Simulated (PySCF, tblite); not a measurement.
# C₆H₁₁BOSi: geometry, infrared bands and NMR shifts

Aim: predict the infrared bands and NMR shifts of C₆H₁₁BOSi (`COC1=CC=C(C)[SiH2]B1`).

Programs: tblite 0.8.0 and PySCF 2.14.0, with density-fitted response routines of our own. Each step states its level of theory. These are calculated values for one molecule in the gas phase, unless marked as measured. Atoms are numbered from 0 throughout.

## 1. Starting geometry

20 atoms, charge 0, multiplicity 1; geometry from: force field or distance geometry start.

Bonds of the start (Å): C0–O1 1.41, O1–C2 1.40, C2–C3 1.28, C3–C4 1.43, C4–C5 1.31, C5–C6 1.46, C5–Si7 1.85, Si7–B8 1.97, B8–C2 1.56, C0–H9 1.10, C0–H10 1.09, C0–H11 1.13, C3–H12 1.10, C4–H13 1.11, C6–H14 1.10, C6–H15 1.12, C6–H16 1.11, Si7–H17 1.46, Si7–H18 1.46, B8–H19 1.19.

## 2. Relaxing the molecule with GFN2-xTB

Job settings and geometry (Å):

```
{"job": {"kind": "relax", "xc": "GFN2-xTB", "basis": "xTB"}, "charge": 0, "multiplicity": 1}
C      3.467300    -0.100600    -0.805900
O      2.519600     0.897400    -0.487100
C      1.170500     0.620300    -0.246000
C      0.774400    -0.595300    -0.355000
C     -0.556200    -1.078900    -0.144600
C     -1.622700    -0.379500     0.154700
C     -2.896200    -1.068800     0.305300
Si    -1.599200     1.450000     0.436200
B      0.294300     1.864100     0.094400
H      4.464500     0.343700    -0.934600
H      3.179700    -0.709000    -1.668700
H      3.556800    -0.757200     0.111200
H      1.541800    -1.352700    -0.593800
H     -0.716400    -2.164500    -0.279100
H     -3.141700    -1.619000    -0.616700
H     -3.752500    -0.359500     0.468400
H     -2.918100    -1.787600     1.147900
H     -1.858500     1.704500     1.847500
H     -2.478900     2.174000    -0.478500
H      0.566400     2.929300    -0.368400
```

Started as:

```bash
$ OMP_NUM_THREADS=1 python probes_run.py task.json out
```

One launch serves the whole session: the jobs run in the order shown.

**Question.** This job is followed by: GFN2-xTB harmonic vibrations, gas phase; GIAO PBE0/pcSseg-1 NMR shielding, non-relativistic, gas phase. What will the session give for the following? strongest single infrared mode (GFN2-xTB); zero-point energy (GFN2-xTB); 13C shifts against TMS (PBE0/pcSseg-1); 1H shifts against TMS (PBE0/pcSseg-1, means over atoms taken as alike); 17O shifts against H2O (PBE0/pcSseg-1); 29Si shifts against TMS (PBE0/pcSseg-1); 11B shifts against BF3·OEt2 (PBE0/pcSseg-1).

The runs gave:

| quantity | value |
| --- | --- |
| strongest single infrared mode (GFN2-xTB) | 2121 cm⁻¹, 477 km/mol |
| zero-point energy (GFN2-xTB) | 94.9 kcal/mol |
| 13C shifts against TMS (PBE0/pcSseg-1) | 179.1, 160.5, 142.5, 134.0, 54.8, 31.1 ppm |
| 1H shifts against TMS (PBE0/pcSseg-1, means over atoms taken as alike) | 8.36, 6.88, 6.31, 4.10, 3.74, 2.28 ppm |
| 17O shifts against H2O (PBE0/pcSseg-1) | 126.1 ppm |
| 29Si shifts against TMS (PBE0/pcSseg-1) | -90.3 ppm |
| 11B shifts against BF3·OEt2 (PBE0/pcSseg-1) | 83.9 ppm |

**Reading.** Relaxing lowered the energy by 0.791 eV in 141 steps; the close pair that moved most is C2–C3, from 1.283 to 1.366 Å. No mode is imaginary among the 54: a minimum at this level. The strongest single mode, at 2121 cm⁻¹, moves mainly H18 and H17. Unscaled tight-binding wavenumbers are off by several per cent, some by more. Its intensities can rank the bands wrongly. At PBE0/pcSseg-1: Shielding is most anisotropic at C5 (span 273 ppm, paramagnetic term -238 ppm).
